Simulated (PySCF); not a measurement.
# H6NdO3 (Nd(H2O)33+): the cost of one run

Computed with PySCF 2.14.0. Level: PBE0, Nd lcecp-1-SVP with ECP49, O def2-SVP, H def2-SVP; scalar-relativistic core potentials, no spin–orbit coupling.

4 further runs of the same task are left out: 2 for a known fault of the program, 2 that didn't finish.

**1. Starting geometry**

10 atoms, charge 3, spin multiplicity 1.

Bond lengths: Nd1–O2 2.322 Å, Nd1–O5 2.322 Å, Nd1–O8 2.322 Å, O2–H3 0.987 Å, O2–H4 0.987 Å, O5–H6 0.987 Å, O5–H7 0.987 Å, O8–H9 0.987 Å, O8–H10 0.987 Å. Angles: O2–Nd1–O5 120.0°, O2–Nd1–O8 120.0°, O5–Nd1–O8 120.0°, Nd1–O2–H3 128.6°, Nd1–O2–H4 128.6°, H3–O2–H4 102.8°, Nd1–O5–H6 128.6°, Nd1–O5–H7 128.6°, H6–O5–H7 102.8°, Nd1–O8–H9 128.6°, Nd1–O8–H10 128.6°, H9–O8–H10 102.8°.

Geometry (Å):

```xyz
10
H6NdO3
Nd    0.00000    0.00000    0.00000
O     2.32179    0.00001    0.00000
H     2.93758    0.76909    0.06588
H     2.93759   -0.76907   -0.06588
O    -1.16090    2.01073    0.00000
H    -2.13485    2.15948    0.06588
H    -0.80276    2.92856   -0.06588
O    -1.16089   -2.01074    0.00000
H    -0.80274   -2.92857    0.06588
H    -2.13483   -2.15949   -0.06588
```

Formal oxidation states: Nd +3. Each metal's 3 4f electrons lie in its core potential, so multiplicities, spins and levels count the valence alone. An earlier session relaxed this geometry at PBE0, Nd lcecp-1-SVP with ECP49, O def2-SVP, H def2-SVP (singlet, point group D3).

Its energy there is -261.725319 Eh.

**2. Atoms moved at random, σ = 0.03 Å**

Input file run.py (the lines that set the calculation):

```python
mol = gto.M(atom='''
Nd     0.00623     0.00220    -0.01619
O      2.30775     0.03504    -0.02156
H      2.99130     0.79842     0.07122
H      2.97710    -0.75053    -0.05716
O     -1.13845     1.99640     0.03840
H     -2.17453     2.14586     0.10284
H     -0.82142     2.93694    -0.09901
O     -1.18175    -2.01475     0.01601
H     -0.79241    -2.94536     0.01391
H     -2.17382    -2.20422    -0.04847''',
    basis={'Nd': 'lcecp-1-SVP', 'O': 'def2-SVP', 'H': 'def2-SVP'},
    ecp={'Nd': 'lcecp-1-SVP'},
    charge=3, spin=0)
mf = dft.RKS(mol, xc='PBE0')
mf.grids.atom_grid = (50, 194)  # f atoms: unpruned, at least (60, 302)
mf = mf.density_fit()  # fitting sets: Nd AutoAux, O def2-universal-JKFIT, H def2-universal-JKFIT
mf.conv_tol = 1e-08; mf.max_cycle = 55
mf.kernel(dm0)  # dm0: the density of the relaxed state
```

Run with:

```
> OMP_NUM_THREADS=2 python run.py
```

**Question.** How long does this run take on 2 threads of Arm Neoverse V1, shared host?

About 4.3 s.
